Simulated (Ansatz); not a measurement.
# C₃H₇Al: a ladder of functionals and wavefunction methods

Aim: compute C₃H₇Al with functionals from several rungs and with coupled cluster, and see how far each lands from CCSD(T) at the basis-set limit for the atomisation energy.

Method: functionals in def2-TZVPP, the program's frozen cores in correlated methods; program: Ansatz 0.2.0, Gaussian basis.

The runs, in order: LDA (SPW92), PBE-D4, revPBE-D4, BLYP-D4, r2SCAN-D4, B97M-V, PBE0-D4, B3LYP-D4, r2SCANh-D4, r2SCAN0-D4, HSE06-D4, BHLYP-D4, CAM-B3LYP-D4, LC-ωPBE, ωB97X-V, ωB97M-V, B2PLYP, PBE-QIDH; CCSD(T)/def2-SVP; CCSD(T)/def2-TZVPP; MP2/def2-QZVPP; extrapolation to the limit; RPA on PBE.

### Step 1. The relaxed structure

All runs share one geometry, relaxed beforehand with PBE0-D4 in a triple-zeta def2 set.

SMILES `C1[CH2][AlH][CH2]1`, 11 atoms, charge 0, spin multiplicity 1.

Atoms are counted from 1 here; the program's logs count them from 0.

Bond lengths: C1–C2 1.558 Å, C1–C4 1.558 Å, C1–H5 1.094 Å, C1–H6 1.095 Å, C2–Al3 1.955 Å, C2–H7 1.090 Å, C2–H8 1.096 Å, Al3–C4 1.955 Å, Al3–H9 1.594 Å, C4–H10 1.090 Å, C4–H11 1.096 Å. Angles: C2–C1–C4 106.6°, C2–C1–H5 109.0°, C2–C1–H6 112.7°, C4–C1–H5 109.0°, C4–C1–H6 112.7°, H5–C1–H6 106.7°, C1–C2–Al3 85.0°, C1–C2–H7 115.1°, C1–C2–H8 111.2°, Al3–C2–H7 125.1°, Al3–C2–H8 111.7°, H7–C2–H8 107.2°, C2–Al3–C4 79.4°, C2–Al3–H9 140.2°, C4–Al3–H9 140.2°, C1–C4–Al3 85.0°, C1–C4–H10 115.1°, C1–C4–H11 111.2° and more.

### Step 2. LDA

This LDA is Slater exchange with PW92 correlation.

File in.yaml:

```yaml
crystal:
  periodic: [false, false, false]
  atoms:
    - {symbol: C, position_ang: [0.199745, 0.703500, -0.542731]}
    - {symbol: C, position_ang: [-0.734879, 0.721697, 0.704061]}
    - {symbol: Al, position_ang: [-0.023359, -1.066664, 1.048719]}
    - {symbol: C, position_ang: [0.586299, -0.786083, -0.787828]}
    - {symbol: H, position_ang: [1.105398, 1.274348, -0.317639]}
    - {symbol: H, position_ang: [-0.257204, 1.171742, -1.420627]}
    - {symbol: H, position_ang: [-0.611571, 1.582263, 1.362095]}
    - {symbol: H, position_ang: [-1.789650, 0.687579, 0.408183]}
    - {symbol: H, position_ang: [0.072754, -2.142765, 2.221396]}
    - {symbol: H, position_ang: [1.605186, -0.947474, -1.140842]}
    - {symbol: H, position_ang: [-0.087217, -1.255142, -1.514185]}
basis:
  gaussian: {orbitals: def2-TZVPP}
hamiltonian: {xc: lda}
output: {orbitals: {seedname: orbitals}}
```

On the command line:

```console
> ansatz run in.yaml --threads 2 --pin off --events-out ev --progress --plain --max-ram 4352MiB
```

After this run come: PBE-D4 (GGA); revPBE-D4 (GGA); BLYP-D4 (GGA); r2SCAN-D4 (meta-GGA); B97M-V (meta-GGA); PBE0-D4 (hybrid); B3LYP-D4 (hybrid); r2SCANh-D4 (hybrid); r2SCAN0-D4 (hybrid); HSE06-D4 (hybrid); BHLYP-D4 (hybrid); CAM-B3LYP-D4 (range-separated); LC-ωPBE (range-separated); ωB97X-V (range-separated); ωB97M-V (range-separated); B2PLYP (double hybrid); PBE-QIDH (double hybrid); CCSD(T) in def2-SVP; CCSD(T) in def2-TZVPP; MP2 in def2-QZVPP; RPA on PBE orbitals.

Before running them: what should the planned runs give, taken together? Wanted: atomisation energy, CCSD(T)/CBS; farthest beyond LDA; mean size of error, GGA; mean size of error, meta-GGA; mean size of error, hybrid; mean size of error, range-separated; mean size of error, double hybrid; gap, smallest and largest; T1 diagnostic.

As calculated:

| quantity | value |
| --- | --- |
| atomisation energy, CCSD(T)/CBS | 963.5 kcal/mol |
| functionals within 4.8 kcal/mol (0.5 %) | revPBE-D4, r2SCAN-D4, B3LYP-D4, r2SCANh-D4, r2SCAN0-D4, CAM-B3LYP-D4, LC-ωPBE, ωB97X-V, ωB97M-V, PBE-QIDH |
| farthest beyond LDA | BHLYP-D4 (-20.5 kcal/mol) |
| mean size of error, GGA | 9.2 kcal/mol |
| mean size of error, meta-GGA | 5.8 kcal/mol |
| mean size of error, hybrid | 6.4 kcal/mol |
| mean size of error, range-separated | 3.3 kcal/mol |
| mean size of error, double hybrid | 5.1 kcal/mol |
| gap, smallest and largest | 3.89 eV (LDA (SPW92)), 10.65 eV (LC-ωPBE) |
| T1 diagnostic | 0.0096 |
| triples share of the correlation energy | 4.0 % |

What this shows: The LDA atomisation energy is off by 126.5 kcal/mol (13 %): it overbinds. PBE-D4 misses by +15.4 kcal/mol. Double hybrids carry the basis error of their MP2 part in triple zeta, and no dispersion term here, so their miss is partly the set-up's. Taken by rung, range-separated functionals do best (3.3 kcal/mol on average) and GGA ones worst beyond LDA (9.2 kcal/mol). The gap between the best rungs is small, so their order is not settled. The reference freezes the cores and leaves out relativity and excitations past (T), so misses under about 4.8 kcal/mol can't be ranked. Hartree-Fock recovers 75 % of the binding; the rest is correlation. CCSD(T) in def2-SVP is off by -40.6 kcal/mol, worse than the median functional, from the basis alone. Orbital gaps span 3.9 to 10.6 eV; exact exchange widens them.
